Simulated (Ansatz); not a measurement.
# CH₆BrNOSi: one species, many methods

How much do the methods differ for CH₆BrNOSi? The plan is to run it at one geometry with functionals of several rungs and with coupled cluster, and see how far each lands from CCSD(T) at the basis-set limit for the atomisation energy.

Computed with Ansatz 0.2.0, Gaussian basis. Level: functionals in def2-TZVPP, the program's frozen cores in correlated methods.

The runs, in order: PBE-D4, r2SCAN-D4, PBE0-D4, B3LYP-D4, ωB97X-V, ωB97M-V, B2PLYP; CCSD(T)/def2-TZVPP; MP2/def2-QZVPP; extrapolation to the limit.

### 1 Structure used throughout

The geometry comes from an earlier relaxation with PBE0-D4 in a triple-zeta def2 set; it is a stationary point, not always the lowest conformer.

SMILES `N[SiH](O)CBr`, 11 atoms, charge 0, spin multiplicity 1.

Atoms are counted from 1 here; the program's logs count them from 0.

Bond lengths: N1–Si2 1.697 Å, N1–H6 1.008 Å, N1–H7 1.007 Å, Si2–O3 1.647 Å, Si2–C4 1.877 Å, Si2–H8 1.489 Å, O3–H9 0.958 Å, C4–Br5 1.950 Å, C4–H10 1.090 Å, C4–H11 1.090 Å. Angles: Si2–N1–H6 118.9°, Si2–N1–H7 120.7°, H6–N1–H7 111.4°, N1–Si2–O3 112.4°, N1–Si2–C4 107.4°, N1–Si2–H8 109.4°, O3–Si2–C4 110.8°, O3–Si2–H8 108.7°, C4–Si2–H8 108.1°, Si2–O3–H9 118.1°, Si2–C4–Br5 110.6°, Si2–C4–H10 112.9°, Si2–C4–H11 111.8°, Br5–C4–H10 106.1°, Br5–C4–H11 106.3°, H10–C4–H11 108.8°.

As a file:

```mol
CH6BrNOSi
  3D, bonds by distance, orders not assigned

 11 10  0  0  0  0  0  0  0  0999 V2000
   -1.4626    0.8229    0.1671 N   0  0
   -0.0793    0.1700   -0.5685 Si  0  0
    1.1043    1.2940   -0.7873 O   0  0
    0.5278   -1.2316    0.5233 C   0  0
    0.7968   -0.6102    2.3519 Br  0  0
   -1.4494    1.0004    1.1596 H   0  0
   -2.0348    1.4937   -0.3188 H   0  0
   -0.4459   -0.4014   -1.8940 H   0  0
    1.8190    1.0860   -1.3905 H   0  0
    1.4857   -1.6369    0.1981 H   0  0
   -0.1963   -2.0439    0.5797 H   0  0
  1  2  8  0
  2  3  8  0
  2  4  8  0
  4  5  8  0
  1  6  8  0
  1  7  8  0
  2  8  8  0
  3  9  8  0
  4 10  8  0
  4 11  8  0
M  END
```

### 2 PBE-D4 (GGA)

in.yaml reads:

```yaml
crystal:
  periodic: [false, false, false]
  atoms:
    - {symbol: N, position_ang: [-1.462609, 0.822917, 0.167070]}
    - {symbol: Si, position_ang: [-0.079251, 0.169954, -0.568469]}
    - {symbol: O, position_ang: [1.104272, 1.293971, -0.787323]}
    - {symbol: C, position_ang: [0.527791, -1.231618, 0.523306]}
    - {symbol: Br, position_ang: [0.796826, -0.610160, 2.351854]}
    - {symbol: H, position_ang: [-1.449424, 1.000446, 1.159643]}
    - {symbol: H, position_ang: [-2.034807, 1.493715, -0.318827]}
    - {symbol: H, position_ang: [-0.445883, -0.401382, -1.893999]}
    - {symbol: H, position_ang: [1.818997, 1.085991, -1.390546]}
    - {symbol: H, position_ang: [1.485666, -1.636893, 0.198133]}
    - {symbol: H, position_ang: [-0.196281, -2.043940, 0.579657]}
basis:
  gaussian: {orbitals: def2-TZVPP}
hamiltonian: {xc: pbe, dispersion: d4}
output: {forces: true, orbitals: {seedname: orbitals}}
```

Run with:

```bash
> ansatz run in.yaml --threads 2 --pin off --events-out ev --progress --plain --max-ram 22528MiB --backend cpu
```

Further steps of the session: r2SCAN-D4 (meta-GGA); PBE0-D4 (hybrid); B3LYP-D4 (hybrid); ωB97X-V (range-separated); ωB97M-V (range-separated); B2PLYP (double hybrid); CCSD(T) in def2-TZVPP; MP2 in def2-QZVPP.

**Question.** What will the summary of the whole plan be? Wanted: atomisation energy, CCSD(T)/CBS; farthest; mean size of error, hybrid; mean size of error, range-separated; gap, smallest and largest; T1 diagnostic; triples share of the correlation energy.

**Answer**, as computed:

| quantity | value |
| --- | --- |
| atomisation energy, CCSD(T)/CBS | 3919.7 kJ/mol |
| functionals within 39.2 kJ/mol (1.0 %) | PBE-D4, r2SCAN-D4, PBE0-D4, B3LYP-D4, ωB97X-V, ωB97M-V |
| farthest | B2PLYP (-67.3 kJ/mol) |
| mean size of error, hybrid | 30.0 kJ/mol |
| mean size of error, range-separated | 6.5 kJ/mol |
| gap, smallest and largest | 5.03 eV (PBE-D4), 11.89 eV (ωB97X-V) |
| T1 diagnostic | 0.0094 |
| triples share of the correlation energy | 3.6 % |

What this shows: PBE-D4 misses by +37.6 kJ/mol. Double hybrids carry the basis error of their MP2 part in triple zeta, and no dispersion term here, so their miss is partly the set-up's. The reference freezes the cores and leaves out relativity and excitations past (T), and its outer-core shells are covered unevenly, so misses under about 39.2 kJ/mol can't be ranked. All levels share the lack of spin-orbit coupling, which lowers the free heavy atoms and so the true binding. Hartree-Fock recovers 70 % of the binding; the rest is correlation. Orbital gaps span 5.0 to 11.9 eV; exact exchange widens them. Correlated methods include outer-core shells of Br, which these sets cover unevenly.
